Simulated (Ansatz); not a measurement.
# AlRu: the cost of one run

Program: Ansatz 0.2.0. Level of theory: DFT PBE, scalar-relativistic, plane waves, PAW. These are calculated values, not measurements.

**1. The structure to begin with**

The structure is cubic, space group Pm-3m (No. 221). The conventional cell has a = 3.132 Å, b = 3.132 Å, c = 3.132 Å, α = 90.00°, β = 90.00°, γ = 90.00°. Al (site symmetry m-3m) is surrounded by 8 Ru at 2.71 Å. Around Ru (site symmetry m-3m) lie 8 Al at 2.71 Å.

Coordinates:

```
CELL_PARAMETERS angstrom
3.13168 0.00000 0.00000
0.00000 3.13168 0.00000
0.00000 0.00000 3.13168
ATOMIC_POSITIONS crystal
Al 0.00000 0.00000 0.00000
Ru 0.50000 0.50000 0.50000
```

A structure generator made this guess: species swapped into a database cell of GdIn (Pm-3m, No. 221), with Al on the Gd sites and Ru on the In sites. The dimensions are guesses.

**2. A first look at the guess**

File input.yaml:

```yaml
crystal:
  lattice:
    - [3.13168199, 0.0, 0.0]
    - [0.0, 3.13168199, 0.0]
    - [0.0, 0.0, 3.13168199]
  atoms:
    - { symbol: Al, position: [0.0, 0.0, 0.0] }
    - { symbol: Ru, position: [0.5, 0.5, 0.5] }
basis:
  ecutwfc: 420
kpoints:
  mp_grid: { grid: [6, 6, 6] }
hamiltonian:
  xc: pbe
scf:
  occupations: { method: gaussian, width: 0.1 }
  lower_state_search: "off"
output:
  forces: true
  stress: true
  eigenvalues: true
```

Command:

```bash
ansatz run input.yaml --threads 1 --pin off --max-ram 2560MiB --backend cpu --events-out ev --progress --plain --runs-dir out
```

**Question.** How long does this run take on 1 thread of Intel Xeon at 2.50GHz (Skylake/Cascade Lake), shared host, and how much memory does it need?

About 1.6 s, with a peak of 0.29 GiB.
